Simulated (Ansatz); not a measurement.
# C₂H₂₄Si₉: structure and electronic state

What does C₂H₂₄Si₉ look like as a singlet, and where do its frontier electrons sit?

Computed with Ansatz 0.2.0, Gaussian basis. Level: RKS PBE0-D4/def2-TZVP.

Levels to be run: relaxation at r2SCAN-D4/def2-SVP; a single point at PBE0-D4/def2-TZVP.

4 further runs of the same task are left out: 4 that didn't finish.

### 1 The system as given

SMILES `C[SiH2][SiH2][SiH2][SiH2][SiH2][SiH2][SiH2][SiH2][SiH2]C`, 35 atoms, charge 0, spin multiplicity 1.

Atoms are counted from 1 here; the program's logs count them from 0.

Bond lengths: C1–Si2 1.901 Å, C1–H12 1.086 Å, C1–H13 1.086 Å, C1–H14 1.087 Å, Si2–Si3 2.317 Å, Si2–H15 1.473 Å, Si2–H16 1.471 Å, Si3–Si4 2.328 Å, Si3–H17 1.473 Å, Si3–H18 1.473 Å, Si4–Si5 2.327 Å, Si4–H19 1.473 Å, Si4–H20 1.476 Å, Si5–Si6 2.317 Å, Si5–H21 1.474 Å, Si5–H22 1.475 Å, Si6–Si7 2.324 Å, Si6–H23 1.474 Å and more. Angles: Si2–C1–H12 111.2°, Si2–C1–H13 111.7°, Si2–C1–H14 111.4°, H12–C1–H13 107.4°, H12–C1–H14 107.4°, H13–C1–H14 107.4°, C1–Si2–Si3 109.5°, C1–Si2–H15 107.2°, C1–Si2–H16 106.8°, Si3–Si2–H15 110.8°, Si3–Si2–H16 116.2°, H15–Si2–H16 105.9°, Si2–Si3–Si4 113.7°, Si2–Si3–H17 109.1°, Si2–Si3–H18 110.8°, Si4–Si3–H17 108.4°, Si4–Si3–H18 111.3°, H17–Si3–H18 102.9° and more.

As a file:

```mol
C2H24Si9
  3D, bonds by distance, orders not assigned

 35 34  0  0  0  0  0  0  0  0999 V2000
   -6.2780    0.8124   -0.5952 C   0  0
   -5.0370    0.4550   -1.9895 Si  0  0
   -4.0888   -1.6333   -1.6630 Si  0  0
   -3.0417   -1.8715    0.4021 Si  0  0
   -1.4585   -0.2195    0.8249 Si  0  0
    0.1280    0.2195   -0.8053 Si  0  0
    1.6956    1.8717   -0.3436 Si  0  0
    2.7101    1.5707    1.7269 Si  0  0
    3.5821   -0.5752    1.9375 Si  0  0
    5.1660   -1.1050    0.3323 Si  0  0
    6.5386    0.2094    0.3345 C   0  0
   -7.1052    0.1082   -0.6145 H   0  0
   -6.6988    1.8100   -0.6779 H   0  0
   -5.8088    0.7370    0.3822 H   0  0
   -4.0102    1.5100   -1.9409 H   0  0
   -5.7553    0.6498   -3.2580 H   0  0
   -3.0933   -1.8822   -2.7197 H   0  0
   -5.0802   -2.6992   -1.8877 H   0  0
   -2.3977   -3.1894    0.5318 H   0  0
   -4.0670   -1.9069    1.4628 H   0  0
   -0.7440   -0.4905    2.0858 H   0  0
   -2.1684    1.0401    1.1174 H   0  0
   -0.5743    0.4804   -2.0743 H   0  0
    0.8539   -1.0356   -1.0750 H   0  0
    1.0551    3.1916   -0.4626 H   0  0
    2.7483    1.9295   -1.3750 H   0  0
    1.7420    1.8798    2.7908 H   0  0
    3.7707    2.5650    1.9636 H   0  0
    4.0949   -0.8389    3.2923 H   0  0
    2.4567   -1.5220    1.8201 H   0  0
    4.5646   -1.1101   -1.0120 H   0  0
    5.8269   -2.4103    0.4818 H   0  0
    7.2561    0.0365   -0.4619 H   0  0
    7.0863    0.2056    1.2730 H   0  0
    6.1311    1.2075    0.1961 H   0  0
  1  2  8  0
  1 12  8  0
  1 13  8  0
  1 14  8  0
  2  3  8  0
  2 15  8  0
  2 16  8  0
  3  4  8  0
  3 17  8  0
  3 18  8  0
  4  5  8  0
  4 19  8  0
  4 20  8  0
  5  6  8  0
  5 21  8  0
  5 22  8  0
  6  7  8  0
  6 23  8  0
  6 24  8  0
  7  8  8  0
  7 25  8  0
  7 26  8  0
  8  9  8  0
  8 27  8  0
  8 28  8  0
  9 10  8  0
  9 29  8  0
  9 30  8  0
 10 11  8  0
 10 31  8  0
 10 32  8  0
 11 33  8  0
 11 34  8  0
 11 35  8  0
M  END
```

The start is a GFN2-xTB geometry.

### 2 Relaxation at r2SCAN-D4/def2-SVP

File in.yaml:

```yaml
crystal:
  periodic: [false, false, false]
  atoms:
    - {symbol: C, position_ang: [-6.278030, 0.812380, -0.595190]}
    - {symbol: Si, position_ang: [-5.036960, 0.454990, -1.989540]}
    - {symbol: Si, position_ang: [-4.088810, -1.633280, -1.662990]}
    - {symbol: Si, position_ang: [-3.041690, -1.871510, 0.402140]}
    - {symbol: Si, position_ang: [-1.458520, -0.219490, 0.824860]}
    - {symbol: Si, position_ang: [0.127950, 0.219520, -0.805270]}
    - {symbol: Si, position_ang: [1.695580, 1.871730, -0.343560]}
    - {symbol: Si, position_ang: [2.710060, 1.570650, 1.726930]}
    - {symbol: Si, position_ang: [3.582150, -0.575180, 1.937510]}
    - {symbol: Si, position_ang: [5.165970, -1.105020, 0.332350]}
    - {symbol: C, position_ang: [6.538610, 0.209410, 0.334530]}
    - {symbol: H, position_ang: [-7.105160, 0.108240, -0.614490]}
    - {symbol: H, position_ang: [-6.698770, 1.810030, -0.677890]}
    - {symbol: H, position_ang: [-5.808780, 0.737050, 0.382200]}
    - {symbol: H, position_ang: [-4.010180, 1.509980, -1.940860]}
    - {symbol: H, position_ang: [-5.755330, 0.649810, -3.257980]}
    - {symbol: H, position_ang: [-3.093300, -1.882210, -2.719750]}
    - {symbol: H, position_ang: [-5.080160, -2.699220, -1.887650]}
    - {symbol: H, position_ang: [-2.397670, -3.189450, 0.531820]}
    - {symbol: H, position_ang: [-4.067000, -1.906940, 1.462800]}
    - {symbol: H, position_ang: [-0.744010, -0.490460, 2.085800]}
    - {symbol: H, position_ang: [-2.168350, 1.040150, 1.117360]}
    - {symbol: H, position_ang: [-0.574260, 0.480380, -2.074350]}
    - {symbol: H, position_ang: [0.853930, -1.035650, -1.074980]}
    - {symbol: H, position_ang: [1.055080, 3.191580, -0.462550]}
    - {symbol: H, position_ang: [2.748260, 1.929450, -1.374970]}
    - {symbol: H, position_ang: [1.742030, 1.879790, 2.790760]}
    - {symbol: H, position_ang: [3.770660, 2.564980, 1.963630]}
    - {symbol: H, position_ang: [4.094950, -0.838890, 3.292290]}
    - {symbol: H, position_ang: [2.456730, -1.521960, 1.820100]}
    - {symbol: H, position_ang: [4.564620, -1.110090, -1.011970]}
    - {symbol: H, position_ang: [5.826870, -2.410320, 0.481770]}
    - {symbol: H, position_ang: [7.256130, 0.036520, -0.461930]}
    - {symbol: H, position_ang: [7.086300, 0.205560, 1.273000]}
    - {symbol: H, position_ang: [6.131090, 1.207490, 0.196060]}
basis:
  gaussian: {orbitals: def2-SVP}
hamiltonian: {xc: r2scan, dispersion: d4}
scf: {lower_state_search: "off"}
output: {orbitals: {seedname: orbitals}}
relax: {f_tol: 0.03, max_steps: 70}
```

On the command line:

```
ansatz run in.yaml --threads 4 --pin off --events-out ev --progress --plain --max-ram 6963MiB
```

The runs that follow: Single point, PBE0-D4/def2-TZVP.

Q: Predict the results of all the runs planned. Wanted: point group; commonest bond, hydrogen aside; HOMO, LUMO at PBE0-D4/def2-TZVP; dipole at r2SCAN-D4/def2-SVP.

**Answer**, as computed:

| quantity | value |
| --- | --- |
| point group | C1 |
| commonest bond, hydrogen aside | Si–Si, 8 of mean length 2.350 Å |
| HOMO, LUMO at PBE0-D4/def2-TZVP | -7.52, -0.63 eV |
| dipole at r2SCAN-D4/def2-SVP | 0.69 D |

What this shows: The molecule keeps its bonding pattern by the stored test; the atoms moved 0.45 Å (rms). No usable vibrations, so a minimum isn't proven. The HOMO lies nearest to Si4, Si5, Si6 about 18 % each; Si7 14 % and the LUMO to 4 Si atoms about 12 % each; H20, H26 about 9 % each. The point group is read from a loosely relaxed geometry; soft torsions can leave it below the true symmetry.
